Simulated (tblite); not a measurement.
# C5H12AlB: the cost of one run

The runs use tblite 0.8.0 and PySCF 2.14.0, with density-fitted response routines of our own; the level of theory stands in each step. All values are computed, except where a source is named. Atoms are numbered from 0 throughout.

**1. The molecule as given**

19 atoms, charge 0, multiplicity 1; geometry from: force field or distance geometry start.

Bonds of the start (Å): B0–C1 1.60, C1–Al2 2.00, C1–C3 1.56, C3–C4 1.55, C3–C5 1.51, C5–C6 1.34, B0–H7 1.17, B0–H8 1.19, C1–H9 1.10, Al2–H10 1.59, Al2–H11 1.61, C3–H12 1.13, C4–H13 1.11, C4–H14 1.10, C4–H15 1.11, C5–H16 1.09, C6–H17 1.09, C6–H18 1.08.

**2. Optimising the geometry with GFN2-xTB**

The job: settings as JSON, then the geometry in Å.

```
{"job": {"kind": "relax", "xc": "GFN2-xTB", "basis": "xTB"}, "charge": 0, "multiplicity": 1}
B     -1.595400    -1.649500    -0.265500
C     -0.624500    -0.406500    -0.518500
Al    -1.742900     1.013500    -1.368000
C      0.076100     0.068400     0.789500
C      0.925400    -1.051000     1.450600
C      0.930500     1.289100     0.567200
C      1.988200     1.301400    -0.261400
H     -1.427400    -2.657300    -0.839400
H     -2.489900    -1.560100     0.508000
H      0.138200    -0.722200    -1.250500
H     -1.081500     2.388900    -1.829400
H     -3.332200     0.806200    -1.519700
H     -0.716500     0.344800     1.541900
H      1.478200    -0.651700     2.321700
H      0.277600    -1.870600     1.801200
H      1.659800    -1.455900     0.730100
H      0.683400     2.207400     1.101900
H      2.276700     0.404700    -0.809200
H      2.566500     2.209500    -0.381200
```

Started as:

```bash
OMP_NUM_THREADS=1 python probes_run.py task.json out
```

One launch serves the whole session: the jobs run in the order shown.

Q: Estimate the wall time and peak memory of this first job on 1 thread of Arm Neoverse V1, shared host.

About 1.7 s, with a peak of 0.18 GiB.
